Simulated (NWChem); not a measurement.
**HF/3-21G run of C2H8OSi (SMILES CC[SiH2]O), part 1 of 2**

What is the adiabatic ionisation energy of C2H8OSi at HF/3-21G? 

Program for the calculation: NWChem 7.3.0.

6 further runs of the same task are left out: 3 that didn't finish, 3 set aside as unsound or not needed.

### 1 The molecule

C2H8OSi has 12 atoms, charge 0, and is taken as a singlet. SMILES: `CC[SiH2]O`. Geometry: relaxed at PBE0-D4/def2-TZVP. This is one conformer, not always the lowest. The run starts from this shape.

Bond lengths: C1–C2 1.526 Å, C2–Si3 1.868 Å, Si3–O4 1.653 Å, C1–H5 1.094 Å, C1–H6 1.093 Å, C1–H7 1.093 Å, C2–H8 1.096 Å, C2–H9 1.097 Å, Si3–H10 1.494 Å, Si3–H11 1.484 Å, O4–H12 0.957 Å. Some angles: C1–C2–Si3 113.6°, C2–Si3–O4 112.4°, C1–C2–H8 110.5°, C1–C2–H9 110.5°, Si3–C2–H8 108.4°, Si3–C2–H9 107.5°, C2–C1–H5 111.5°, C2–C1–H6 111.3°, C2–C1–H7 111.8°, C2–Si3–H10 108.7°.

### 2 A geometry optimisation at HF/3-21G

sp.nw reads:

```
start sp
title "C2H8OSi"
memory stack 880 mb heap 220 mb global 1100 mb

geometry
C     -1.462000    -0.315100    -0.130400
C     -0.193100    -0.595200     0.670600
Si     1.348100     0.138200    -0.088600
O      1.258000     1.782700    -0.229600
H     -1.384700    -0.701300    -1.150800
H     -1.659100     0.758300    -0.198700
H     -2.341400    -0.775300     0.326800
H     -0.292100    -0.210900     1.691700
H     -0.031100    -1.675800     0.767200
H      1.555800    -0.473500    -1.435500
H      2.530600    -0.124900     0.769100
H      0.748100     2.137600    -0.957900
end

basis spherical bse
C library 3-21G
Si library 3-21G
O library 3-21G
H library 3-21G
end

scf
thresh 1e-07
maxiter 80
print low
end

driver
maxiter 60
end

freq
temp 3 298.15 600 900
end

task scf optimize
task scf frequencies
```

Launch:

```sh
nwchem sp.nw > sp.out
```

Log:

```text
Northwest Computational Chemistry Package (NWChem) 7.3.0
             --------------------------------------------------------

           Job information
           ---------------

    nwchem branch   = 7.3.0
    use scalapack   = T
    input           = sp.nw
    prefix          = sp.
    data base       = ./sp.db
    status          = startup
    nproc           =        1

           Memory information
           ------------------

    heap     =     28835838 doubles =      220.0 Mbytes
    stack    =    115343355 doubles =      880.0 Mbytes
    global   =    144179200 doubles =     1100.0 Mbytes (distinct from heap & stack)
    total    =    288358393 doubles =     2200.0 Mbytes
    verify   = yes
    hardfail = no

           Directory information
           ---------------------

  0 permanent = .
  0 scratch   = .

                                NWChem Input Module
                                -------------------

                                      C2H8OSi
                                      -------

 Scaling coordinates for geometry "geometry" by  1.889725989
 (inverse scale =  0.529177249)

 C1  symmetry detected

          ------
          auto-z
          ------
  no constraints, skipping    0.0000000000000000
  no constraints, skipping    0.0000000000000000

                             Geometry "geometry" -> ""
                             -------------------------

 Output coordinates in angstroms (scale by  1.889725989 to convert to a.u.)

  No.       Tag          Charge          X              Y              Z
 ---- ---------------- ---------- -------------- -------------- --------------
    1 C                    6.0000    -0.60645707    -1.87040386    -0.18507163
    2 C                    6.0000     0.52381177    -1.03749552     0.41402792
    3 Si                  14.0000     0.53223342     0.73859243    -0.16476246
[... 8 lines of this table left out ...]
   12 H                    1.0000    -1.63231572     1.37179529    -0.32927390

      Atomic Mass
      -----------

      C                 12.000000
      Si                27.976930
      O                 15.994910
      H                  1.007825

 Effective nuclear repulsion energy (a.u.)     176.4240909442

            Nuclear Dipole moment (a.u.)
            ----------------------------
        X                 Y               Z
 ---------------- ---------------- ----------------
     0.0000000000    -0.0000000000    -0.0000000000

                                Z-matrix (autoz)
                                --------

 Units are Angstrom for bonds and degrees for angles

      Type          Name      I     J     K     L     M      Value
      ----------- --------  ----- ----- ----- ----- ----- ----------
    1 Stretch                  1     2                       1.52649
    2 Stretch                  1     5                       1.09377
    3 Stretch                  1     6                       1.09348
    4 Stretch                  1     7                       1.09278
    5 Stretch                  2     3                       1.86804
    6 Stretch                  2     8                       1.09551
    7 Stretch                  2     9                       1.09694
    8 Stretch                  3     4                       1.65299
    9 Stretch                  3    10                       1.49381
   10 Stretch                  3    11                       1.48431
   11 Stretch                  4    12                       0.95727
   12 Bend                     1     2     3               113.61043
   13 Bend                     1     2     8               110.46322
   14 Bend                     1     2     9               110.47099
   15 Bend                     2     1     5               111.46893
   16 Bend                     2     1     6               111.26811
   17 Bend                     2     1     7               111.84696
   18 Bend                     2     3     4               112.35133
   19 Bend                     2     3    10               108.68673
   20 Bend                     2     3    11               110.66135
   21 Bend                     3     2     8               108.39983
   22 Bend                     3     2     9               107.49984
   23 Bend                     3     4    12               117.56577
   24 Bend                     4     3    10               109.75842
   25 Bend                     4     3    11               105.60820
   26 Bend                     5     1     6               107.52205
   27 Bend                     5     1     7               107.36718
   28 Bend                     6     1     7               107.12599
   29 Bend                     8     2     9               106.07146
   30 Bend                    10     3    11               109.73461
   31 Torsion                  1     2     3     4          59.90583
   32 Torsion                  1     2     3    10         -61.75748
   33 Torsion                  1     2     3    11         177.67854
   34 Torsion                  2     3     4    12         -78.69744
   35 Torsion                  3     2     1     5          58.50938
   36 Torsion                  3     2     1     6         -61.50696
   37 Torsion                  3     2     1     7         178.72421
[... 153 lines left out ...]
            Nuclear Dipole moment (a.u.)
[... 51 lines left out ...]
@ ---- ---------------- -------- -------- -------- -------- -------- --------
[... 50 lines left out ...]
 Nuclear repulsion energy =    174.507398099485
[... 73 lines left out ...]
      One-electron energy =   -955.072713681871
[... 69 lines left out ...]
      One-electron energy =   -954.595015605775
[... 71 lines left out ...]
       Final RHF  results
[... 69 lines left out ...]
       Final RHF  results
[... 11 lines left out ...]
 new step= 1.49                   predicted energy=   -441.841931
[... 69 lines left out ...]
 Nuclear repulsion energy =    173.959287218611
[... 69 lines left out ...]
 Nuclear repulsion energy =    174.070072787812
[... 73 lines left out ...]
      One-electron energy =   -954.914651978532
[... 70 lines left out ...]
      One-electron energy =   -954.956176538188
[... 71 lines left out ...]
       Final RHF  results
[... 66 lines left out ...]
       Final RHF  results
[... 11 lines left out ...]
 new step= 4.00                   predicted energy=   -441.841966
[... 69 lines left out ...]
 Nuclear repulsion energy =    174.135752621827
[... 70 lines left out ...]
 Nuclear repulsion energy =    174.086751648299
[... 73 lines left out ...]
      One-electron energy =   -954.691116577404
[... 70 lines left out ...]
      One-electron energy =   -954.676669120261
[... 71 lines left out ...]
       Final RHF  results
[... 70 lines left out ...]
       Final RHF  results
[... 11 lines left out ...]
 new step= 2.39                   predicted energy=   -441.842020
[... 69 lines left out ...]
 Nuclear repulsion energy =    173.923314839966
[... 70 lines left out ...]
 Nuclear repulsion energy =    173.927052636662
[... 73 lines left out ...]
      One-electron energy =   -954.482094819235
[... 66 lines left out ...]
      One-electron energy =   -954.495958815470
[... 71 lines left out ...]
       Final RHF  results
[... 66 lines left out ...]
       Final RHF  results
[... 11 lines left out ...]
 new step= 1.62                   predicted energy=   -441.842041
[... 65 lines left out ...]
 Nuclear repulsion energy =    173.965090944030
[... 66 lines left out ...]
 Nuclear repulsion energy =    173.960167912539
[... 81 lines left out ...]
@   13    -441.84204086 -5.1D-08  0.00001  0.00000  0.00055  0.00203     60.4
[... 50 lines left out ...]
     step= 1.00 grad=-2.8D-08 hess= 9.3D-09 energy=   -441.842041 mode=accept
[... 92 lines left out ...]
      Optimization converged
[... 143 lines left out ...]
      One-electron energy =   -954.526922225022
[... 50 lines left out ...]
 Derivative Dipole
[... 6 lines left out ...]
 d_dipole_x/<atom=   2,y> =    -0.0615     [   -0.2952]
[... 5 lines left out ...]
 d_dipole_x/<atom=   4,y> =     0.2626     [    1.2614]
[... 5 lines left out ...]
 d_dipole_x/<atom=   6,y> =     0.1004     [    0.4823]
[... 5 lines left out ...]
 d_dipole_x/<atom=   8,y> =    -0.0321     [   -0.1540]
[... 5 lines left out ...]
 d_dipole_x/<atom=  10,y> =     0.0109     [    0.0522]
[... 5 lines left out ...]
 d_dipole_x/<atom=  12,y> =    -0.1155     [   -0.5546]
[... 6 lines left out ...]
 d_dipole_y/<atom=   2,x> =    -0.0904     [   -0.4343]
[... 5 lines left out ...]
 d_dipole_y/<atom=   4,x> =     0.2009     [    0.9648]
[... 5 lines left out ...]
 d_dipole_y/<atom=   6,x> =     0.0384     [    0.1844]
[... 5 lines left out ...]
 d_dipole_y/<atom=   8,x> =    -0.0347     [   -0.1664]
[... 5 lines left out ...]
 d_dipole_y/<atom=  10,x> =    -0.0068     [   -0.0327]
[... 5 lines left out ...]
 d_dipole_y/<atom=  12,x> =    -0.0756     [   -0.3632]
[... 6 lines left out ...]
 d_dipole_z/<atom=   1,z> =     0.0936     [    0.4495]
[... 5 lines left out ...]
 d_dipole_z/<atom=   3,z> =     1.5397     [    7.3954]
[... 5 lines left out ...]
 d_dipole_z/<atom=   5,z> =    -0.1578     [   -0.7577]
[... 5 lines left out ...]
 d_dipole_z/<atom=   7,z> =     0.0599     [    0.2876]
[... 5 lines left out ...]
 d_dipole_z/<atom=   9,z> =     0.0851     [    0.4085]
[... 5 lines left out ...]
 d_dipole_z/<atom=  11,z> =    -0.3275     [   -1.5730]
[... 146 lines left out ...]
          MASS-WEIGHTED PROJECTED HESSIAN (Hartree/Bohr/Bohr/Kamu)
[... 29 lines left out ...]
              31           32           33           34           35           36
   ----- ----- ----- ----- -----
   31    1.26217D+02
   32    6.21567D+01  7.03990D+01
   33    5.44619D+01  3.90845D+01  5.53352D+01
   34   -1.35439D-01  1.18392D+00  1.22343D+00  5.00590D+02
   35   -2.36652D-01  3.50007D-01  6.65811D-02  6.77110D+01  2.48841D+01
   36    5.91541D-01  4.17708D-01  2.66626D-01  1.62571D+02  3.32905D+01  6.34865D+01

 center of mass
 --------------
 x =   0.01567795 y =   0.16747757 z =  -0.01747604

 moments of inertia (a.u.)
 ------------------
         532.999659832451           1.628668953016          -0.067772027763
           1.628668953016         179.058479202216           2.574097250065
          -0.067772027763           2.574097250065         629.536555810941

 Rotational Constants
 --------------------
 A=   0.336246 cm-1  (  0.483772 K)
 B=   0.112944 cm-1  (  0.162498 K)
 C=   0.095624 cm-1  (  0.137578 K)

 Temperature                      =   298.15K
 frequency scaling parameter      =   1.0000

 Zero-Point correction to Energy  =   64.352 kcal/mol  (  0.102552 au)
 Thermal correction to Energy     =   68.348 kcal/mol  (  0.108919 au)
 Thermal correction to Enthalpy   =   68.940 kcal/mol  (  0.109863 au)

 Total Entropy                    =   77.937 cal/mol-K
   - Translational                =   38.884 cal/mol-K (mol. weight =  76.0344)
   - Rotational                   =   25.588 cal/mol-K (symmetry #  =        1)
   - Vibrational                  =   13.465 cal/mol-K

 Cv (constant volume heat capacity) =   21.232 cal/mol-K
   - Translational                  =    2.979 cal/mol-K
   - Rotational                     =    2.979 cal/mol-K
   - Vibrational                    =   15.274 cal/mol-K

 Temperature                      =   600.00K
 frequency scaling parameter      =   1.0000

 Zero-Point correction to Energy  =   64.352 kcal/mol  (  0.102552 au)
 Thermal correction to Energy     =   77.061 kcal/mol  (  0.122805 au)
 Thermal correction to Enthalpy   =   78.253 kcal/mol  (  0.124705 au)

 Total Entropy                    =   98.928 cal/mol-K
   - Translational                =   42.357 cal/mol-K (mol. weight =  76.0344)
   - Rotational                   =   27.672 cal/mol-K (symmetry #  =        1)
   - Vibrational                  =   28.900 cal/mol-K

 Cv (constant volume heat capacity) =   35.521 cal/mol-K
   - Translational                  =    2.979 cal/mol-K
   - Rotational                     =    2.979 cal/mol-K
   - Vibrational                    =   29.562 cal/mol-K

 Temperature                      =   900.00K
 frequency scaling parameter      =   1.0000

 Zero-Point correction to Energy  =   64.352 kcal/mol  (  0.102552 au)
 Thermal correction to Energy     =   89.167 kcal/mol  (  0.142096 au)
 Thermal correction to Enthalpy   =   90.954 kcal/mol  (  0.144945 au)

 Total Entropy                    =  115.971 cal/mol-K
   - Translational                =   44.370 cal/mol-K (mol. weight =  76.0344)
   - Rotational                   =   28.880 cal/mol-K (symmetry #  =        1)
   - Vibrational                  =   42.721 cal/mol-K

 Cv (constant volume heat capacity) =   44.513 cal/mol-K
   - Translational                  =    2.979 cal/mol-K
   - Rotational                     =    2.979 cal/mol-K
   - Vibrational                    =   38.555 cal/mol-K

          -------------------------------------------------
          NORMAL MODE EIGENVECTORS IN CARTESIAN COORDINATES
          -------------------------------------------------
             (Projected Frequencies expressed in cm-1)

                    1           2           3           4           5           6

 P.Frequency       -0.00       -0.00       -0.00        0.00        0.00        0.00

           1     0.01550    -0.00783    -0.01690    -0.04662    -0.01403    -0.18360
[... 34 lines of this table left out ...]
          36    -0.00997     0.00609     0.07908    -0.04092     0.27880     0.02055

                    7           8           9          10          11          12

 P.Frequency       71.45      176.02      211.36      242.27      335.98      602.01

           1     0.07854     0.01351    -0.00636    -0.01880    -0.02454    -0.04895
[... 34 lines of this table left out ...]
          36     0.17741    -0.35479     0.58765     0.16280    -0.13731    -0.16561

                   13          14          15          16          17          18

 P.Frequency      685.72      746.46      803.78      854.06      971.57      986.25

           1    -0.01640    -0.02076    -0.00392    -0.00057     0.03228     0.00943
[... 34 lines of this table left out ...]
          36    -0.00855     0.39343    -0.16117    -0.09838     0.12727     0.13685

                   19          20          21          22          23          24

 P.Frequency     1024.26     1036.32     1125.95     1137.32     1400.60     1417.55

           1    -0.11359    -0.04338     0.01110    -0.05022    -0.06747     0.01545
[... 34 lines of this table left out ...]
          36     0.02484     0.09105     0.03722    -0.04309     0.00249    -0.00488

                   25          26          27          28          29          30

 P.Frequency     1573.67     1617.84     1675.44     1681.98     2250.87     2324.70

           1     0.08079    -0.00621    -0.02208     0.02984     0.00034     0.00078
[... 34 lines of this table left out ...]
          36    -0.00017    -0.00347     0.00457    -0.00102     0.00635    -0.00133

                   31          32          33          34          35          36

 P.Frequency     3186.35     3188.25     3223.10     3247.94     3253.86     3983.79

           1     0.00204     0.03857    -0.02975    -0.04990    -0.00665    -0.00001
[... 34 lines of this table left out ...]
          36    -0.00034     0.00021    -0.00019     0.00044    -0.00059    -0.30473

 ----------------------------------------------------------------------------
 Normal Eigenvalue ||    Projected Derivative Dipole Moments (debye/angs)
  Mode   [cm**-1]  ||      [d/dqX]             [d/dqY]           [d/dqZ]
 ------ ---------- || ------------------ ------------------ -----------------
    1       -0.000 ||      -0.015               0.012            -0.009
    2       -0.000 ||       0.066              -0.039             0.006
    3       -0.000 ||      -0.072              -0.011             0.121
[... 32 lines of this table left out ...]
   36     3983.793 ||       1.269              -0.194             0.212
 ----------------------------------------------------------------------------

 ----------------------------------------------------------------------------
 Normal Eigenvalue ||           Projected Infra Red Intensities
  Mode   [cm**-1]  || [atomic units] [(debye/angs)**2] [(KM/mol)] [arbitrary]
 ------ ---------- || -------------- ----------------- ---------- -----------
    1       -0.000 ||    0.000020           0.000         0.020       0.004
    2       -0.000 ||    0.000259           0.006         0.252       0.045
    3       -0.000 ||    0.000868           0.020         0.846       0.151
[... 32 lines of this table left out ...]
   36     3983.793 ||    0.073411           1.694        71.565      12.763
 ----------------------------------------------------------------------------

 vib:animation  F

 Task  times  cpu:        8.1s     wall:        8.1s
 Total times  cpu:       70.6s     wall:       70.6s
```

Run time: 71 s. Hardware: 1 thread of AMD EPYC 7R43 (Zen 3), shared host; peak memory 0.11 GiB.

The path in brief:

```
step  energy from the first frame kept (eV)
   0                                 0.0000
   1                                -0.0825
   2                                -0.0901
   3                                -0.0931
   4                                -0.0937
   5                                -0.0939
   6                                -0.0941
   7                                -0.0944
   8                                -0.0951
   9                                -0.0956
  10                                -0.0961
  11                                -0.0961
  12                                -0.0961
  13                                -0.0961
  14                                -0.0961
```

After the run. Bond lengths: C1–C2 1.550 Å, C2–Si3 1.904 Å, Si3–O4 1.677 Å, C1–H5 1.085 Å, C1–H6 1.085 Å, C1–H7 1.084 Å, C2–H8 1.086 Å, C2–H9 1.088 Å, Si3–H10 1.493 Å, Si3–H11 1.479 Å, O4–H12 0.960 Å. Some angles: C1–C2–Si3 113.7°, C2–Si3–O4 113.8°, C1–C2–H8 109.6°, C1–C2–H9 109.3°, Si3–C2–H8 109.9°, Si3–C2–H9 107.5°, C2–C1–H5 110.9°, C2–C1–H6 111.0°, C2–C1–H7 111.0°, C2–Si3–H10 106.9°.

(Continued in part 2 of 2.)
